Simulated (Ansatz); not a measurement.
Input of an Ansatz 0.2.0 run:

The input input.yaml:

```yaml
crystal:
  lattice:
    - [-1.524485, 2.16193, 4.585029]
    - [1.524485, -2.16193, 4.585029]
    - [1.524485, 2.16193, -4.585029]
  atoms:
    - { symbol: W, position: [0.834017, 0.334017, 0.5] }
    - { symbol: W, position: [0.165983, 0.665983, 0.5] }
    - { symbol: V, position: [0.5, 0.0, 0.5], spin: 2.0 }
    - { symbol: C, position: [0.339039, 0.339039, 0.0] }
    - { symbol: C, position: [0.660961, 0.660961, 0.0] }
    - { symbol: C, position: [0.0, 0.0, 0.0] }
hamiltonian:
  xc: pbe
  pseudopotentials: { kind: paw }
magnetization:
  spin_polarized: true
kpoints:
  mp_grid: { grid: [11, 11, 11] }
scf:
  occupations: { method: fermi_dirac, width: 0.05 }
output:
  forces: true
  stress: true
  eigenvalues: true
relax:
  f_tol: 0.01
  max_steps: 40
  cell: { stress_tol: 0.05 }
```

Potentials or basis: Ansatz PAW.

Launch:

```sh
$ ansatz run input.yaml --threads 2 --pin off --max-ram 5632MiB --backend cpu --events-out ev --progress --plain --runs-dir out
```

Q: What does it give for the relaxed volume?

A: 10.03 Å³/atom.

Q: Estimate the relaxed cell.

A: a = 5.286 Å, b = 5.286 Å, c = 5.286 Å, α = 146.48°, β = 131.85°, γ = 59.94°.

Q: Predict the net moment.

A: 0.00 μB per cell.

Q: What does it give for the space group after relaxing (to 0.05 Å)?

A: Immm (No. 71).

Final structure:
```
W V C
1.0
    -1.52430    2.15609    4.57907
     1.52430   -2.15609    4.57907
     1.52430    2.15609   -4.57907
W V C
2 1 3
Direct
  0.83359 0.33359 0.50000
  0.16641 0.66641 0.50000
  0.50000 0.00000 0.50000
  0.33908 0.33908 0.00000
  0.66092 0.66092 0.00000
  0.00000 0.00000 0.00000
```

Caveat: the pressure holds a Pulay correction of +0.3 GPa for the finite cutoff; the starting moments weren't kept. The run has no spin-orbit coupling, so splittings on W are missing.
